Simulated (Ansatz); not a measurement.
# C2H6FGaS: small, medium and large basis sets

An exercise on one series of results from a longer session: the logs are not shown, and one member is left open.

Program: Ansatz 0.2.0, Gaussian basis. Level of theory: one geometry, several basis sets. These are calculated values, not measurements.

Levels to be run: PBE0-D4/def2-SVP; ωB97M-V/def2-SVP; PBE0-D4/def2-QZVPP; ωB97M-V/def2-QZVPP; the functionals' def2-TZVPP values are taken from earlier runs.

## The geometry

An earlier PBE0-D4 in a triple-zeta def2 set relaxation fixed the geometry.

11 atoms, charge 0, spin multiplicity 1.

Atoms are counted from 1 here; the program's logs count them from 0.

Bond lengths: C1–S2 1.822 Å, C1–H6 1.089 Å, C1–H7 1.089 Å, C1–H8 1.090 Å, S2–Ga3 2.185 Å, Ga3–C4 1.950 Å, Ga3–F5 1.760 Å, C4–H9 1.092 Å, C4–H10 1.090 Å, C4–H11 1.092 Å. Angles: S2–C1–H6 111.6°, S2–C1–H7 111.7°, S2–C1–H8 106.4°, H6–C1–H7 109.9°, H6–C1–H8 108.5°, H7–C1–H8 108.5°, C1–S2–Ga3 100.7°, S2–Ga3–C4 129.2°, S2–Ga3–F5 112.2°, C4–Ga3–F5 118.6°, Ga3–C4–H9 110.3°, Ga3–C4–H10 109.8°, Ga3–C4–H11 110.3°, H9–C4–H10 109.1°, H9–C4–H11 108.0°, H10–C4–H11 109.2°.

Set-up of the first run:

Input file in.yaml:

```yaml
crystal:
  periodic: [false, false, false]
  atoms:
    - {symbol: C, position_ang: [-1.822421, 0.551805, 0.690965]}
    - {symbol: S, position_ang: [-1.207338, 1.418883, -0.788340]}
    - {symbol: Ga, position_ang: [0.726035, 0.437130, -1.057799]}
    - {symbol: C, position_ang: [1.552976, -0.971899, 0.007576]}
    - {symbol: F, position_ang: [1.601006, 1.061869, -2.451257]}
    - {symbol: H, position_ang: [-1.968994, -0.510581, 0.501615]}
    - {symbol: H, position_ang: [-1.158430, 0.687803, 1.543384]}
    - {symbol: H, position_ang: [-2.787604, 0.997206, 0.930372]}
    - {symbol: H, position_ang: [1.692868, -0.635975, 1.036713]}
    - {symbol: H, position_ang: [2.521420, -1.235214, -0.417286]}
    - {symbol: H, position_ang: [0.915881, -1.858027, 0.024759]}
basis:
  gaussian: {orbitals: def2-SVP}
hamiltonian: {xc: pbe0, dispersion: d4}
output: {orbitals: {seedname: orbitals}}
```

Launch:

```sh
ansatz run in.yaml --threads 4 --pin off --events-out ev --progress --plain --max-ram 10444MiB
```

Steps of the session up to this table: PBE0-D4 in def2-SVP; ωB97M-V in def2-SVP; PBE0-D4 in def2-QZVPP; ωB97M-V in def2-QZVPP.

One table of the session follows, with a row left open; its other results are not shown here.

It belongs to the step «Density functionals: the series». 

```
functional       basis  HOMO (eV)
   PBE0-D4    def2-SVP      -7.14
   PBE0-D4  def2-TZVPP      -7.23
   PBE0-D4  def2-QZVPP          ?
   ωB97M-V    def2-SVP      -9.29
   ωB97M-V  def2-TZVPP      -9.41
   ωB97M-V  def2-QZVPP      -9.44
```

Estimate the missing values for PBE0-D4, def2-QZVPP.

As computed: HOMO (eV): -7.25. In the column «HOMO (eV)» it lies between ωB97M-V, def2-SVP (-9.29) and PBE0-D4, def2-TZVPP (-7.23).
